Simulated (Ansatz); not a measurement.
# C₂H₈AlClO: how energies converge with the basis set

How large a basis does C₂H₈AlClO need? Two functionals are run in growing sets.

Computed with Ansatz 0.2.0, Gaussian basis. Level: one geometry, several basis sets.

Levels to be run: PBE0-D4/def2-SVP; ωB97M-V/def2-SVP; PBE0-D4/def2-QZVPP; ωB97M-V/def2-QZVPP; the functionals' def2-TZVPP values are taken from earlier runs.

## Step 1: The relaxed structure

The geometry comes from an earlier relaxation with PBE0-D4 in a triple-zeta def2 set; it is a stationary point, not always the lowest conformer.

13 atoms, charge 0, spin multiplicity 1.

Atoms are counted from 1 here; the program's logs count them from 0.

Bond lengths: C1–Al2 1.948 Å, C1–H6 1.095 Å, C1–H7 1.094 Å, C1–H8 1.095 Å, Al2–C3 1.958 Å, Al2–O4 2.017 Å, Al2–Cl5 2.172 Å, C3–H9 1.095 Å, C3–H10 1.096 Å, C3–H11 1.095 Å, O4–H12 0.964 Å, O4–H13 0.969 Å. Angles: Al2–C1–H6 111.9°, Al2–C1–H7 111.9°, Al2–C1–H8 111.0°, H6–C1–H7 107.7°, H6–C1–H8 107.0°, H7–C1–H8 107.0°, C1–Al2–C3 123.3°, C1–Al2–O4 105.0°, C1–Al2–Cl5 114.5°, C3–Al2–O4 100.3°, C3–Al2–Cl5 114.8°, O4–Al2–Cl5 90.9°, Al2–C3–H9 113.0°, Al2–C3–H10 112.4°, Al2–C3–H11 110.4°, H9–C3–H10 108.0°, H9–C3–H11 106.4°, H10–C3–H11 106.3° and more.

## Step 2: PBE0-D4 in def2-SVP

The input, in.yaml:

```yaml
crystal:
  periodic: [false, false, false]
  atoms:
    - {symbol: C, position_ang: [-1.802923, 0.041339, -0.753428]}
    - {symbol: Al, position_ang: [0.110235, 0.121378, -0.393219]}
    - {symbol: C, position_ang: [1.129094, -1.377707, 0.347786]}
    - {symbol: O, position_ang: [0.304230, 1.462947, 1.100228]}
    - {symbol: Cl, position_ang: [1.228880, 1.407483, -1.740080]}
    - {symbol: H, position_ang: [-2.358847, -0.389204, 0.085711]}
    - {symbol: H, position_ang: [-2.221927, 1.030715, -0.958255]}
    - {symbol: H, position_ang: [-2.011861, -0.581383, -1.629267]}
    - {symbol: H, position_ang: [2.163667, -1.113217, 0.589793]}
    - {symbol: H, position_ang: [0.666044, -1.791851, 1.250685]}
    - {symbol: H, position_ang: [1.181596, -2.198779, -0.374692]}
    - {symbol: H, position_ang: [0.871756, 1.147487, 1.813136]}
    - {symbol: H, position_ang: [0.760455, 2.205994, 0.676400]}
basis:
  gaussian: {orbitals: def2-SVP}
hamiltonian: {xc: pbe0, dispersion: d4}
output: {orbitals: {seedname: orbitals}}
```

Command:

```sh
$ ansatz run in.yaml --threads 4 --pin off --events-out ev --progress --plain --max-ram 10444MiB
```

Further steps of the session: ωB97M-V in def2-SVP; PBE0-D4 in def2-QZVPP; ωB97M-V in def2-QZVPP.

Before running them: what should the planned runs give, taken together? Wanted: PBE0-D4: double and triple zeta above quadruple; ωB97M-V: double and triple zeta above quadruple.

As calculated:

| quantity | value |
| --- | --- |
| PBE0-D4: double and triple zeta above quadruple | 12.45, 0.83 eV |
| ωB97M-V: double and triple zeta above quadruple | 12.58, 0.80 eV |

In words: For PBE0-D4 the step from double to triple zeta gains 11.62 eV and the next only 0.83 eV. Total energies overstate the basis error of differences, where much of it tends to cancel. The LUMO of ωB97M-V is positive and keeps falling with the basis (1.78 to 0.55 eV): an unbound level that the basis holds in place.
